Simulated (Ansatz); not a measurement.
# SiO2: properties at the relaxed cell

An exercise on one series of results from a longer session: the logs are not shown, and one member is left open.

Method: DFT LDA, scalar-relativistic, plane waves, PAW, in Ansatz 0.2.0.

### Starting point

It takes space group P4_32_12 (No. 96, tetragonal). The conventional cell has a = 4.941 Å, b = 4.941 Å, c = 6.860 Å, α = 90.00°, β = 90.00°, γ = 90.00°. Around Si (site symmetry 2) lie 4 O at 1.61 Å. O (site symmetry 1) is surrounded by 2 Si at 1.61 Å.

As a file:

```cif
data_structure
_symmetry_space_group_name_H-M 'P4_32_12'
_symmetry_Int_Tables_number 96
_cell_length_a 4.9405
_cell_length_b 4.9405
_cell_length_c 6.8596
_cell_angle_alpha 90.000
_cell_angle_beta 90.000
_cell_angle_gamma 90.000
_cell_volume 167.43
loop_
_atom_site_label
_atom_site_type_symbol
_atom_site_symmetry_multiplicity
_atom_site_Wyckoff_symbol
_atom_site_fract_x
_atom_site_fract_y
_atom_site_fract_z
_atom_site_occupancy
Si1 Si 4 a 0.80486 0.80486 0.50000 1
O1 O 8 b 0.26289 0.38577 0.81620 1
```

It is the result of an earlier relaxation at this level (volume 13.95 Å³/atom; gap on the mesh: 5.56 eV).

The first run:

input.yaml reads:

```yaml
crystal:
  lattice:
    - [4.890621972, 0.0, 0.0]
    - [0.0, 4.890621972, 0.0]
    - [0.0, 0.0, 6.7903075572]
  atoms:
    - { symbol: Si, position: [0.8048597421, 0.8048597421, 0.5] }
    - { symbol: Si, position: [0.6951402579, 0.3048597421, 0.25] }
    - { symbol: Si, position: [0.1951402579, 0.1951402579, 0.0] }
    - { symbol: Si, position: [0.3048597421, 0.6951402579, 0.75] }
    - { symbol: O, position: [0.2628906955, 0.3857667419, 0.8162028578] }
    - { symbol: O, position: [0.1142332581, 0.7628906955, 0.5662028578] }
    - { symbol: O, position: [0.7371093045, 0.6142332581, 0.3162028578] }
    - { symbol: O, position: [0.8857667419, 0.2371093045, 0.0662028578] }
    - { symbol: O, position: [0.7628906955, 0.1142332581, 0.4337971422] }
    - { symbol: O, position: [0.6142332581, 0.7371093045, 0.6837971422] }
    - { symbol: O, position: [0.2371093045, 0.8857667419, 0.9337971422] }
    - { symbol: O, position: [0.3857667419, 0.2628906955, 0.1837971422] }
basis:
  ecutwfc: 420
kpoints:
  mp_grid: { grid: [6, 6, 4] }
hamiltonian:
  xc: lda
scf:
  occupations: { method: gaussian, width: 0.02 }
output:
  forces: true
  stress: true
  eigenvalues: true
relax:
  adjacent_minimum: "off"
  f_tol: 0.01
  max_steps: 30
  cell: { stress_tol: 0.1, fix: [volume] }
```

Run with:

```console
> ansatz run input.yaml --threads 2 --pin off --max-ram 5120MiB --backend cpu --events-out ev --progress --plain --runs-dir out
```

Among the steps run: The cell scaled to 0.97 of its volume; The cell scaled to 1.03 of its volume; The cell scaled to 0.94 of its volume; Volume × 1.06.

One of the session's tables, all rows but one given; the rest of the session is left out.

It belongs to the step «Fit of the equation of state». 

| volume (Å³/atom) | energy above the lowest point (meV/atom) | pressure (GPa) | gap on the mesh (eV) |
| --- | --- | --- | --- |
| 13.116 | 2.2 | 0.85 | 5.66 |
| 13.534 | ? | ? | ? |
| 13.953 | 0.0 | 0.01 | 5.56 |
| 14.371 | 0.4 | -0.32 | 5.51 |
| 14.790 | 1.4 | -0.58 | 5.46 |

Q: Estimate the row for volume (Å³/atom) = 13.534 from the others.

Worked estimate for «energy above the lowest point (meV/atom)». A straight line through the neighbours (13.116, 2.2) and (13.953, 0.0) gives 2.2 + (0.0 − 2.2) × (13.534 − 13.116) / (13.953 − 13.116) = 1.1; a parabola fitted to 3 rows on both sides gives 0.6.

As computed: energy above the lowest point (meV/atom): 0.6; pressure (GPa): 0.41; gap on the mesh (eV): 5.61. In «energy above the lowest point (meV/atom)» the line misses by +0.5 and the parabola by 0.0.
